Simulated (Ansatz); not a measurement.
# CH6OSSi2: one species, many methods

Aim: compute CH6OSSi2 with functionals from several rungs and with coupled cluster. The yardstick is the atomisation energy at the CCSD(T) limit.

Program: Ansatz 0.2.0, Gaussian basis. Level of theory: functionals in def2-TZVPP, the program's frozen cores in correlated methods. These are calculated values, not measurements.

The runs, in order: LDA (SPW92), PBE-D4, revPBE-D4, BLYP-D4, r2SCAN-D4, B97M-V, PBE0-D4, B3LYP-D4, r2SCANh-D4, r2SCAN0-D4, HSE06-D4, BHLYP-D4, CAM-B3LYP-D4, LC-ωPBE, ωB97X-V, ωB97M-V, B2PLYP, PBE-QIDH; CCSD(T)/def2-SVP; CCSD(T)/def2-TZVPP; MP2/def2-QZVPP; extrapolation to the limit; RPA on PBE.

### Step 1. The geometry

An earlier PBE0-D4 in a triple-zeta def2 set relaxation fixed the geometry.

SMILES `C1O[SiH2][SiH2]S1`, 11 atoms, charge 0, spin multiplicity 1.

Atoms are counted from 1 here; the program's logs count them from 0.

Bond lengths: C1–O2 1.392 Å, C1–S5 1.848 Å, C1–H6 1.094 Å, C1–H7 1.091 Å, O2–Si3 1.663 Å, Si3–Si4 2.344 Å, Si3–H8 1.482 Å, Si3–H9 1.489 Å, Si4–S5 2.139 Å, Si4–H10 1.488 Å, Si4–H11 1.484 Å. Angles: O2–C1–S5 114.3°, O2–C1–H6 111.3°, O2–C1–H7 108.9°, S5–C1–H6 108.2°, S5–C1–H7 104.7°, H6–C1–H7 109.2°, C1–O2–Si3 119.9°, O2–Si3–Si4 97.9°, O2–Si3–H8 107.8°, O2–Si3–H9 110.7°, Si4–Si3–H8 117.3°, Si4–Si3–H9 113.2°, H8–Si3–H9 109.1°, Si3–Si4–S5 93.1°, Si3–Si4–H10 114.7°, Si3–Si4–H11 116.7°, S5–Si4–H10 114.0°, S5–Si4–H11 108.9° and more.

### Step 2. LDA

This LDA is Slater exchange with PW92 correlation.

The input, in.yaml:

```yaml
crystal:
  periodic: [false, false, false]
  atoms:
    - {symbol: C, position_ang: [-0.806082, 1.406237, 0.194877]}
    - {symbol: O, position_ang: [-0.902661, 0.363460, 1.111786]}
    - {symbol: Si, position_ang: [0.172306, -0.903888, 1.042388]}
    - {symbol: Si, position_ang: [0.705791, -0.749070, -1.235045]}
    - {symbol: S, position_ang: [-0.662701, 0.860820, -1.565291]}
    - {symbol: H, position_ang: [0.043952, 2.056475, 0.421191]}
    - {symbol: H, position_ang: [-1.725440, 1.992344, 0.229517]}
    - {symbol: H, position_ang: [-0.536584, -2.124623, 1.494037]}
    - {symbol: H, position_ang: [1.336940, -0.657149, 1.937025]}
    - {symbol: H, position_ang: [2.125537, -0.404674, -1.519526]}
    - {symbol: H, position_ang: [0.314442, -1.896932, -2.090558]}
basis:
  gaussian: {orbitals: def2-TZVPP}
hamiltonian: {xc: lda}
output: {orbitals: {seedname: orbitals}}
```

The run is started by

```sh
ansatz run in.yaml --threads 4 --pin off --events-out ev --progress --plain --max-ram 10444MiB
```

After this run come: PBE-D4 (GGA); revPBE-D4 (GGA); BLYP-D4 (GGA); r2SCAN-D4 (meta-GGA); B97M-V (meta-GGA); B3LYP-D4 (hybrid); r2SCANh-D4 (hybrid); r2SCAN0-D4 (hybrid); HSE06-D4 (hybrid); BHLYP-D4 (hybrid); CAM-B3LYP-D4 (range-separated); LC-ωPBE (range-separated); ωB97X-V (range-separated); ωB97M-V (range-separated); B2PLYP (double hybrid); PBE-QIDH (double hybrid); CCSD(T) in def2-SVP; CCSD(T) in def2-TZVPP; MP2 in def2-QZVPP; RPA on PBE orbitals.

Q: Predict the results of all the runs planned. Wanted: atomisation energy, CCSD(T)/CBS; farthest beyond LDA; mean size of error, GGA; mean size of error, meta-GGA; mean size of error, hybrid; mean size of error, range-separated; mean size of error, double hybrid; gap, smallest and largest; T1 diagnostic.

**Answer**, as computed:

| quantity | value |
| --- | --- |
| atomisation energy, CCSD(T)/CBS | 3799.4 kJ/mol |
| functionals within 19.0 kJ/mol (0.5 %) | r2SCAN-D4, B97M-V, PBE0-D4, r2SCANh-D4, HSE06-D4, CAM-B3LYP-D4, ωB97M-V |
| farthest beyond LDA | BHLYP-D4 (-111.3 kJ/mol) |
| mean size of error, GGA | 39.3 kJ/mol |
| mean size of error, meta-GGA | 14.1 kJ/mol |
| mean size of error, hybrid | 36.7 kJ/mol |
| mean size of error, range-separated | 20.8 kJ/mol |
| mean size of error, double hybrid | 53.8 kJ/mol |
| gap, smallest and largest | 4.22 eV (LDA (SPW92)), 11.18 eV (LC-ωPBE) |
| T1 diagnostic | 0.0137 |
| triples share of the correlation energy | 4.2 % |

What this shows: LDA overbinds by 533.0 kJ/mol (14 %). PBE-D4 is off by +39.1 kJ/mol. Double hybrids carry the basis error of their MP2 part in triple zeta, and no dispersion term here, so their miss is partly the set-up's. By mean error the best rung here is meta-GGA (14.1 kJ/mol) and the worst beyond LDA is double hybrid (53.8 kJ/mol). GGA functionals lie within the reference's doubt of that worst mean (39.3 kJ/mol), so those two tie. The gap between the best rungs is small, so their order is not settled. The reference freezes the cores and leaves out relativity and excitations past (T), so misses under about 19.0 kJ/mol can't be ranked. Hartree-Fock recovers 72 % of the binding; the rest is correlation. CCSD(T) in def2-SVP is off by -292.5 kJ/mol, worse than the median functional, from the basis alone. Orbital gaps span 4.2 to 11.2 eV; exact exchange widens them.
